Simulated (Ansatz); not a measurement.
What does this script print? It uses Ansatz 0.2.0, Python API.

`methods.py`:
```python
"""One geometry of AlCl2H3OSi, method by method."""

from dataclasses import dataclass
from pathlib import Path

import ansatz
import numpy as np


@dataclass(frozen=True)
class Options:
    basis_set: str = "def2-SVP"


cfg = Options()

geometry_ang = [
    ("Si", (0.2025, -0.8361, 1.0364)),
    ("O", (1.0942, -0.4002, -0.3576)),
    ("Al", (0.0629, 0.8155, -1.3213)),
    ("Cl", (-1.2851, 0.1134, -2.8154)),
    ("Cl", (0.2773, 2.9671, -0.8939)),
    ("H", (-0.0922, 0.4273, 1.8363)),
    ("H", (0.9169, -1.7613, 1.8496)),
    ("H", (-1.0844, -1.3828, 0.61)),
]
alcl2h3osi = ansatz.Crystal.molecule()
for symbol, xyz in geometry_ang:
    alcl2h3osi = alcl2h3osi.atom(symbol, xyz)

model = alcl2h3osi.calculation().basis(gaussian=cfg.basis_set)

print("functional    E (Ha)        dipole (D)   HOMO (eV)  LUMO (eV)")
for name in ["hf", "lc_wpbe", "cam_b3lyp", "lda", "r2scan0", "revpbe"]:
    summary = model.functional(name).forces().orbitals().run(threads=1, runs_dir="runs").report
    lines = Path(summary["orbitals_path"]).read_text().splitlines()
    field_of = lambda key: [line.split("=")[1].strip() for line in lines if line.startswith(key)]
    orbitals = [(27.211386 * float(e), s, float(n)) for e, s, n in zip(field_of("Ene="), field_of("Spin="), field_of("Occup="))]
    homo = max(e for e, _, n in orbitals if n > 0.5)
    lumo = min(e for e, _, n in orbitals if n < 0.5)
    dipole = 4.803205 * np.linalg.norm(summary["charge_distribution"]["dipole_moment_e_ang"])
    print(f"{name:10s} {summary['free_energy_ev'] / 27.211386246:14.6f} {dipole:9.3f} {homo:11.3f} {lumo:10.3f}")
```

```console
$ python methods.py
functional    E (Ha)        dipole (D)   HOMO (eV)  LUMO (eV)
hf           -1526.158283     1.190     -12.518      1.465
lc_wpbe      -1528.557548     1.131     -11.583      0.331
cam_b3lyp    -1529.044002     1.013     -10.135     -0.781
lda          -1523.278730     0.896      -7.286     -2.955
r2scan0      -1528.867989     1.058      -9.071     -1.723
revpbe       -1528.721310     0.886      -7.174     -2.587
```

What to keep in mind:
- Total energies depend on the basis set; only differences at equal settings carry meaning.
- The geometry is a force-field or estimated start, not a minimum of this method, and the basis set is short of its limit. A lower total doesn't mark the better method: functionals have no common bound, and MP2 and coupled cluster aren't variational.
- Levels such as HOMO and LUMO are orbital energies: with these approximate functionals they aren't the ionisation energy and electron affinity, and their gap isn't the fundamental gap.
- Finished in 22 s on 1 thread of Arm Neoverse V2 (shared host), peak memory 0.32 GiB.
